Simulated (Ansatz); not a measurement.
# CuN: the cost of one run

Program: Ansatz 0.2.0, Gaussian basis. Level of theory: def2-TZVPP, core rule «outside noble gas», up to 10 orbitals frozen. These are calculated values, not measurements.

The runs, in order: UHF; ROHF; CCSD(T) on UHF.

**1. What is computed**

The geometry is a PBE0/def2-TZVP stationary point (not a proven minimum).

2 atoms, charge 1, spin multiplicity 2.

Atoms are counted from 1 here; the program's logs count them from 0.

Bond lengths: Cu1–N2 1.829 Å.

**2. UHF**

in.yaml

```yaml
crystal:
  periodic: [false, false, false]
  atoms:
    - {symbol: Cu, position_ang: [0.000000, 0.000000, 0.000000]}
    - {symbol: N, position_ang: [0.000000, 0.000000, 1.828800]}
basis:
  gaussian: {orbitals: def2-TZVPP}
total_charge: 1
magnetization: {spin_polarized: true, initial_magnetization: 1}
hamiltonian: {xc: hf}
output: {orbitals: {seedname: orbitals}}
```

On the command line:

```bash
$ ansatz run in.yaml --threads 1 --pin off --events-out ev --progress --plain --max-ram 4096MiB --backend cpu
```

What time and memory should one allow on 1 thread of AMD EPYC 7R13, shared host?

About 18 s, with a peak of 0.25 GiB.
